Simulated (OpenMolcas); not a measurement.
# A workflow on C3H9BO3 (trimethyl borate)

We compute a single-point energy (HF/ANO-R0), then the energy (CASSCF(2,2)/ANO-R1), then the energy along one coordinate (CASPT2(2,2)/ANO-R1), then the energy along one coordinate (SC-NEVPT2(2,2)/ANO-R1), then an energy scan (MC-PDFT[tPBE](2,2)/ANO-R1) of C3H9BO3 (trimethyl borate). 

The calculation is run with OpenMolcas 26.06.

### 1 Starting point

C3H9BO3: 16 atoms, total charge 0, spin state singlet. SMILES: `COB(OC)OC`. The shape is that of a PBE0-D4/def2-TZVP optimisation.

Bond lengths: C1–O2 1.412 Å, O2–B3 1.363 Å, B3–O4 1.363 Å, O4–C5 1.412 Å, B3–O6 1.363 Å, O6–C7 1.412 Å, C1–H8 1.093 Å, C1–H9 1.093 Å, C1–H10 1.090 Å, C5–H11 1.093 Å, C5–H12 1.093 Å, C5–H13 1.090 Å, C7–H14 1.093 Å, C7–H15 1.093 Å, C7–H16 1.090 Å. Some angles: C1–O2–B3 120.2°, O2–B3–O4 120.0°, O2–B3–O6 120.0°, O4–B3–O6 120.0°, B3–O4–C5 120.2°, B3–O6–C7 120.2°, O2–C1–H8 111.3°, O2–C1–H9 111.3°, O2–C1–H10 107.6°, O4–C5–H11 111.3°.

### 2 The energy at HF/ANO-R0 (sfX2C) (run 1)

struct.xyz reads:

```xyz
16

C      0.495720    -0.646730    -2.262610
O     -0.175840     0.182850    -1.338690
B      0.000140     0.000100     0.000000
O      0.825800    -0.985800     0.450290
C      1.010960    -1.178550     1.836440
O     -0.650070     0.802840     0.888440
C     -1.506700     1.825270     0.426170
H      1.580410    -0.565040    -2.153520
H      0.214930    -1.695090    -2.131270
H      0.211110    -0.322610    -3.263990
H      1.432620    -0.286900     2.307940
H      0.066710    -1.416360     2.333400
H      1.702440    -2.011880     1.963760
H     -0.965900     2.546210    -0.192620
H     -2.330740     1.415550    -0.163930
H     -1.911590     2.336140     1.300180
```

step1.input reads:

```
>>> EXPORT MOLCAS_PRINT=2

&GATEWAY
 Coord=struct.xyz
 Basis=ANO-R0
 Group=NoSym

&SEWARD

&SCF
 PrOrbitals=0

&LOCALISATION
 Occupied
 Freeze
 Pipek-Mezey

&LOCALISATION
 FileOrb=$Project.LocOrb
 Virtual
 Pipek-Mezey
```

The run is started by

```console
$ export MOLCAS_MEM=1860
$ pymolcas step1.input > step1.log
```

Log:

```text
--- Start Module: gateway ---
[...]
--- Stop Module: gateway /rc=_RC_ALL_IS_WELL_ ---
[...]
      Basis functions           44
[...]
       Convergence after  10 Iterations
[...]
::    Total SCF energy                               -367.2848062666
[...]
      Total spin, S                                     0.0000000000
[...]
      Total electronic charge=   56.000000
      Total            charge=   -0.000000
[...]
      Dipole Moment (debye):
      Origin of the operator (angstrom)=   -0.0000   -0.0000    0.0000
                   X=  6.9769E-04               Y=  4.7125E-04               Z= -1.2266E-04           Total=  8.5082E-04
      Quadrupole Moment (debye*angstrom):
[...]
--- Start Module: localisation ---
[...]
--- Stop Module: localisation /rc=_RC_ALL_IS_WELL_ ---
--- Start Module: localisation ---
[...]
--- Stop Module: localisation /rc=_RC_ALL_IS_WELL_ ---
[...]
```

Wall time 4.8 s (1 thread of Intel Xeon 6975P-C (Granite Rapids), shared host); peak memory 0.39 GiB.

### 3 The energy at CASSCF(2,2)/ANO-R1 (sfX2C, RICD fitting) (run 2)

struct.xyz is that of step 2.

step2.input reads:

```
>>> EXPORT MOLCAS_PRINT=2

&GATEWAY
  Coord=struct.xyz
  Basis=ANO-R0
  Group=NoSym

&SEWARD

&RASSCF
  FileOrb=$CurrDir/step1.LocOrb
  Alter=2
  1 12 28
  1 29 37
  Spin=1
  Nactel=2 0 0
  Inactive=27
  Ras2=2
  OrbListing=Nothing
>>> COPY $Project.RunFile RUNFIL1
>>> COPY $Project.RasOrb INPORB

&GATEWAY
  Coord=struct.xyz
  Basis=ANO-R1
  Group=NoSym
  RICD

&SEWARD
>>> COPY $Project.RunFile RUNFIL2

&EXPBAS

&RASSCF
  FileOrb=$Project.ExpOrb
  Spin=1
  Nactel=2 0 0
  Inactive=27
  Ras2=2
  OrbListing=Nothing
```

The run is started by

```console
$ export MOLCAS_MEM=1860
$ pymolcas step2.input > step2.log
```

Log:

```text
--- Start Module: gateway ---
[...]
--- Stop Module: gateway /rc=_RC_ALL_IS_WELL_ ---
[...]
      Basis functions           44
[...]
      Number of active orbitals                  2
[...]
      Spin quantum number                      0.0
[...]
      Active orbitals                            2
[...]
      Number of CSFs                             3
[...]
      Number of root(s) required                 1
[...]
      Convergence after 13 iterations
[...]
      printout of CI-coefficients larger than  0.05 for root  1
      energy=    -367.295525
      conf/sym  11     Coeff  Weight
             1  20   0.99562 0.99125
             3  02  -0.09353 0.00875
      Natural orbitals and occupation numbers for root  1
      sym 1:   1.982504   0.017496
      ************************************************************************************************************************
      *                                                    Final results                                                     *
[...]
::    RASSCF root number  1 Total energy:   -367.29552545
[...]
      Basis functions          143
[...]
--- Start Module: expbas ---
[...]
--- Stop Module: expbas /rc=_RC_ALL_IS_WELL_ ---
--- Start Module: rasscf ---
[...]
      Convergence after 16 iterations
[...]
      Natural orbitals and occupation numbers for root  1
      sym 1:   1.982254   0.017746
      ************************************************************************************************************************
      *                                                    Final results                                                     *
[...]
::    RASSCF root number  1 Total energy:   -368.59610271
[...]
      Total electronic charge=   56.000000
      Total            charge=   -0.000000
[...]
      Dipole Moment (debye):
      Origin of the operator (angstrom)=   -0.0000   -0.0000    0.0000
                   X= -7.3440E-03               Y= -3.0408E-03               Z= -7.4157E-03           Total=  1.0871E-02
      Quadrupole Moment (debye*angstrom):
[...]
--- Stop Module: rasscf /rc=_RC_ALL_IS_WELL_ ---
[...]
```

Wall time 23 s (1 thread of Intel Xeon 6975P-C (Granite Rapids), shared host); peak memory 0.39 GiB.

### 4 An energy scan at CASPT2(2,2)/ANO-R1 (sfX2C, RICD fitting, ipea shift 0.25 Eh, pt2 variant SS) (run 3)

step3.input reads:

```
>>> COPY $CurrDir/step2.RasOrb $Project.RasOrb
>>> ForEach K in (1, 2, 3, 4, 5, 6, 7, 8, 9)
&GATEWAY
Coord
$CurrDir/point$K.xyz
Basis
ANO-R1
Group
NoSym
RICD
&SEWARD
&RASSCF
FileOrb
$Project.RasOrb
Spin
1
Nactel
2 0 0
Inactive
27
Ras2
2
OrbListing
Nothing
&CASPT2
Imaginary
0.2
Frozen
7
>>> EndDo
```

The run is started by

```console
$ export MOLCAS_MEM=1860
$ pymolcas step3.input > step3.log
```

Log:

```text
[...]
      Basis functions          143
[...]
      Number of active orbitals                  2
[...]
      Spin quantum number                      0.0
[...]
      Active orbitals                            2
[...]
      Number of CSFs                             3
[...]
      Number of root(s) required                 1
[...]
      Convergence after  9 iterations
[...]
      Natural orbitals and occupation numbers for root  1
      sym 1:   1.987674   0.012326
      ************************************************************************************************************************
      *                                                    Final results                                                     *
[...]
::    RASSCF root number  1 Total energy:   -368.58519276
[...]
::    CASPT2 Root  1     Total energy:   -369.65720955
[...]
      Convergence after  9 iterations
[...]
      Natural orbitals and occupation numbers for root  1
      sym 1:   1.982267   0.017733
      ************************************************************************************************************************
      *                                                    Final results                                                     *
[...]
      Convergence after 10 iterations
[...]
      Natural orbitals and occupation numbers for root  1
      sym 1:   1.849728   0.150272
      ************************************************************************************************************************
      *                                                    Final results                                                     *
[...]
      Convergence after 10 iterations
[...]
      Natural orbitals and occupation numbers for root  1
      sym 1:   1.710584   0.289416
      ************************************************************************************************************************
      *                                                    Final results                                                     *
[...]
      Convergence after  9 iterations
[...]
      Natural orbitals and occupation numbers for root  1
      sym 1:   1.474689   0.525311
      ************************************************************************************************************************
      *                                                    Final results                                                     *
[...]
::    RASSCF root number  1 Total energy:   -368.44589093
[...]
::    CASPT2 Root  1     Total energy:   -369.51007333
[...]
      Convergence after  9 iterations
[...]
::    RASSCF root number  1 Total energy:   -368.43623802
[...]
::    CASPT2 Root  1     Total energy:   -369.49816353
[...]
```

Run time: 2.6 min. Hardware: 1 thread of Intel Xeon 6975P-C (Granite Rapids), shared host; peak memory 0.17 GiB.

The scan, from its lowest point:

```tsv
H8–C1 (Å)	energy (kJ/mol)
0.984	27.4
1.093	0.0
1.203	13.2
1.367	68.0
1.585	159.0
1.858	261.8
2.186	350.0
2.624	413.7
3.280	445.0
```

### 5 An energy scan at SC-NEVPT2(2,2)/ANO-R1 (sfX2C, RICD fitting, pt2 variant SC-NEVPT2) (run 4)

step4.inp reads:

```
>>> COPY $CurrDir/step2.RasOrb $Project.RasOrb
>>> ForEach K in (1, 2, 3, 4, 5, 6, 7, 8, 9)

&GATEWAY
  Coord = $CurrDir/point$K.xyz
  Basis = ANO-R1
  Group = NoSym
  RICD

&SEWARD

&RASSCF
  FileOrb = $Project.RasOrb
  Spin = 1
  Nactel = 2 0 0
  Inactive = 27
  Ras2 = 2
  OrbListing = Nothing

&CASPT2
  SC-NEVPT2
  Frozen = 7
>>> EndDo
```

The run is started by

```console
$ export MOLCAS_MEM=1860
$ pymolcas step4.inp > step4.log
```

Log:

```text
[...]
      Basis functions          143
[...]
      Number of active orbitals                  2
[...]
      Spin quantum number                      0.0
[...]
      Active orbitals                            2
[...]
      Number of CSFs                             3
[...]
      Number of root(s) required                 1
[...]
      Convergence after  9 iterations
[...]
      printout of CI-coefficients larger than  0.05 for root  1
      energy=    -368.585193
      conf/sym  11     Coeff  Weight
             1  20   0.99691 0.99384
             3  02  -0.07851 0.00616
      Natural orbitals and occupation numbers for root  1
      sym 1:   1.987674   0.012326
      ************************************************************************************************************************
      *                                                    Final results                                                     *
[...]
::    RASSCF root number  1 Total energy:   -368.58519276
[...]
      E2 (Variational):          -1.0684730123
[...]
::    SC-NEVPT2 Root  1     Total energy:   -369.65363427
[...]
      Convergence after  9 iterations
[...]
      Natural orbitals and occupation numbers for root  1
      sym 1:   1.982267   0.017733
      ************************************************************************************************************************
      *                                                    Final results                                                     *
[...]
      Convergence after 10 iterations
[...]
      Natural orbitals and occupation numbers for root  1
      sym 1:   1.849728   0.150272
      ************************************************************************************************************************
      *                                                    Final results                                                     *
[...]
      Convergence after 10 iterations
[...]
      Natural orbitals and occupation numbers for root  1
      sym 1:   1.710584   0.289416
      ************************************************************************************************************************
      *                                                    Final results                                                     *
[...]
      Convergence after  9 iterations
[...]
::    RASSCF root number  1 Total energy:   -368.44589093
[...]
::    SC-NEVPT2 Root  1     Total energy:   -369.50664557
[...]
      Convergence after  9 iterations
[...]
::    RASSCF root number  1 Total energy:   -368.43623802
[...]
      E2 (Variational):          -1.0587925260
[...]
      Reference weight:           0.76261
[...]
::    SC-NEVPT2 Root  1     Total energy:   -369.49503055
[...]
```

Wall time 2.2 min (1 thread of Intel Xeon 6975P-C (Granite Rapids), shared host); peak memory 0.17 GiB.

The scan, from its lowest point:

```tsv
H8–C1 (Å)	energy (kJ/mol)
0.984	28.2
1.093	0.0
1.203	12.4
1.367	66.5
1.585	157.2
1.858	260.7
2.186	350.0
2.624	414.1
3.280	444.6
```

### 6 The energy along one coordinate at MC-PDFT[tPBE](2,2)/ANO-R1 (sfX2C, RICD fitting) (run 5)

step5.input reads:

```
>>> EXPORT MOLCAS_PRINT=2
>>> COPY $CurrDir/step2.RasOrb $Project.RasOrb
>>> ForEach K in (1, 2, 3, 4, 5, 6, 7, 8, 9)

&GATEWAY
 Coord=$CurrDir/point$K.xyz
 Basis=ANO-R1
 Group=NoSym
 RICD

&SEWARD

&RASSCF
 FileOrb=$Project.RasOrb
 Spin=1
 Nactel=2 0 0
 Inactive=27
 Ras2=2
 OrbListing=Nothing

&MCPDFT
 KSDFT=T:PBE
>>> EndDo
```

The run is started by

```console
$ export MOLCAS_MEM=1860
$ pymolcas step5.input > step5.log
```

Log:

```text
--- Start Module: gateway ---
[...]
      Basis functions          143
[...]
      Number of active orbitals                  2
[...]
      Spin quantum number                      0.0
[...]
      Active orbitals                            2
[...]
      Number of CSFs                             3
[...]
      Number of root(s) required                 1
[...]
      Convergence after  9 iterations
[...]
      printout of CI-coefficients larger than  0.05 for root  1
      energy=    -368.585193
      conf/sym  11     Coeff  Weight
             1  20   0.99691 0.99384
             3  02  -0.07851 0.00616
      Natural orbitals and occupation numbers for root  1
      sym 1:   1.987674   0.012326
      ************************************************************************************************************************
      *                                                    Final results                                                     *
[...]
::    RASSCF root number  1 Total energy:   -368.58519276
[...]
::    MCPDFT root number  1 Total energy:   -370.18437531
[...]
      Convergence after  9 iterations
[...]
      Natural orbitals and occupation numbers for root  1
      sym 1:   1.982267   0.017733
      ************************************************************************************************************************
      *                                                    Final results                                                     *
[...]
      Convergence after 10 iterations
[...]
      Natural orbitals and occupation numbers for root  1
      sym 1:   1.849728   0.150272
      ************************************************************************************************************************
      *                                                    Final results                                                     *
[...]
      Convergence after 10 iterations
[...]
      Natural orbitals and occupation numbers for root  1
      sym 1:   1.710584   0.289416
      ************************************************************************************************************************
      *                                                    Final results                                                     *
[...]
      Convergence after  9 iterations
[...]
::    RASSCF root number  1 Total energy:   -368.44589093
[...]
::    MCPDFT root number  1 Total energy:   -370.02907898
[...]
      Convergence after  9 iterations
[...]
::    RASSCF root number  1 Total energy:   -368.43623802
[...]
      Total electronic charge=   56.000000
      Total            charge=   -0.000000
[...]
::    MCPDFT root number  1 Total energy:   -370.01619930
[...]
```

It took 2.3 min on 1 thread of Intel Xeon 6975P-C (Granite Rapids), shared host; peak memory 0.11 GiB.

The scan, from its lowest point:

```tsv
H8–C1 (Å)	energy (kJ/mol)
0.984	27.6
1.093	0.0
1.203	12.5
1.367	66.5
1.585	158.1
1.858	265.2
2.186	361.9
2.624	435.3
3.280	469.2
```

### 7 Summary of results

```
                                                   quantity          value
                             run 1, HF/ANO-R0: total energy  -367.28481 Eh
                            run 1, HF/ANO-R0: dipole moment         0.00 D
                              run 1, HF/ANO-R0: HOMO energy      -11.52 eV
                              run 1, HF/ANO-R0: LUMO energy        5.05 eV
                            run 1, HF/ANO-R0: HOMO–LUMO gap       16.57 eV
                    run 2, CASSCF(2,2)/ANO-R1: total energy  -368.59610 Eh
  run 2, CASSCF(2,2)/ANO-R1: dipole moment (CASSCF density)         0.01 D
       run 3, CASPT2(2,2)/ANO-R1: lowest energy of the scan  -369.66764 Eh
    run 4, SC-NEVPT2(2,2)/ANO-R1: lowest energy of the scan  -369.66436 Eh
run 5, MC-PDFT[tPBE](2,2)/ANO-R1: lowest energy of the scan  -370.19489 Eh
```
